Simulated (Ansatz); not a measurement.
## the Al-Au system: a small convex hull

Computed with the Python package of Ansatz (0.2.0).

Script `hull_alau.py`:
```python
from collections import Counter

import ansatz as az
import numpy as np
from scipy.spatial import ConvexHull

XC = "pbesol"
SCF_TOL = 1e-10
CUTOFF = 520
K_SPACING = 0.15
OCCUPATIONS = "fermi_dirac"
SMEARING_WIDTH = 0.05

PHASES = {
    "AlAu Pm-3m": (
        [(3.223942, 0.0, 0.0), (0.0, 3.223942, 0.0), (0.0, 0.0, 3.223942)],
        [
            ("Al", (0.0, 0.0, 0.0)),
            ("Au", (0.5, 0.5, 0.5)),
        ],
    ),
    "Al2Au Fm-3m": (
        [(0.0, 3.0, 3.0), (3.0, 0.0, 3.0), (3.0, 3.0, 0.0)],
        [
            ("Al", (0.25, 0.25, 0.25)),
            ("Al", (0.75, 0.75, 0.75)),
            ("Au", (0.0, 0.0, 0.0)),
        ],
    ),
    "Al": (
        [(0.0, 2.024805, 2.024805), (2.024805, 0.0, 2.024805), (2.024805, 2.024805, 0.0)],
        [
            ("Al", (0.0, 0.0, 0.0)),
        ],
    ),
    "Au": (
        [(0.0, 2.035, 2.035), (2.035, 0.0, 2.035), (2.035, 2.035, 0.0)],
        [
            ("Au", (0.0, 0.0, 0.0)),
        ],
    ),
}


def build(vectors, sites):
    crystal = az.Crystal(lattice=az.Lattice.of(vectors))
    for symbol, position in sites:
        crystal = crystal.atom(symbol, position)
    return crystal


def run_phase(name, crystal):
    calc = (
        crystal.calculation()
        .functional(XC)
        .scf(tolerance=SCF_TOL)
        .basis(CUTOFF)
        .kpoints(spacing=K_SPACING)
        .occupations(OCCUPATIONS, width=SMEARING_WIDTH)
    )
    calc = calc.relax(force_tolerance=0.01, max_steps=60, fix_cell=["shape"])
    return calc.run(threads=1, backend="cpu")


def counts(outcome):
    return Counter(site.symbol for site in outcome.lattice.sites)

def formation_energy(outcome, mu):
    n = counts(outcome)
    return (outcome.report["energy_sigma0_ev"] - sum(k * mu[element] for element, k in n.items())) / sum(n.values())

phases = {name: build(*cell) for name, cell in PHASES.items()}

done = {name: run_phase(name, crystal) for name, crystal in phases.items()}

references = {"Al": "Al", "Au": "Au"}
mu = {element: done[name].report["energy_sigma0_ev"] / len(done[name].lattice.sites) for element, name in references.items()}
points = sorted((counts(o)["Au"] / len(o.lattice.sites), formation_energy(o, mu), name) for name, o in done.items())

xy = np.array([(x, e) for x, e, _ in points] + [(0.5, 10.0)])
hull = sorted(tuple(xy[i]) for i in ConvexHull(xy).vertices if xy[i, 1] < 5)
rows = [(name, x, e, e - np.interp(x, *zip(*hull))) for x, e, name in points]
print("     phase       x(Au)  E_form (eV/atom)  above hull (eV/atom)")
for row in rows:
    print(f"{str(row[0]):>10}  {row[1]:10.3f}  {row[2]:16.4f}  {row[3]:20.4f}")
print("on the hull of these phases:", ", ".join(row[0] for row in rows if row[3] < 1e-6))
```

```console
$ python hull_alau.py
     phase       x(Au)  E_form (eV/atom)  above hull (eV/atom)
        Al       0.000            0.0000                0.0000
Al2Au Fm-3m       0.333           -0.4533                0.0000
AlAu Pm-3m       0.500           -0.2828                0.0572
        Au       1.000            0.0000                0.0000
on the hull of these phases: Al, Al2Au Fm-3m, Au
```

Caveats:
- Atoms and volume are relaxed with the cell's shape held, which in cells of lower than cubic symmetry can hide stresses and shift volumes.
- Spin-orbit coupling, which matters for elements this heavy, is left out.
- The cells come from databases of deposited and of computed structures, and not all need be stable phases.
- Differences under 10 to 15 meV an atom lie within the error of mesh and functional, so such verdicts may flip; only the cells listed enter the hull.
- Hardware and time: 50 s on 1 thread of Arm Neoverse V1, on a shared host, peak memory 0.53 GiB.
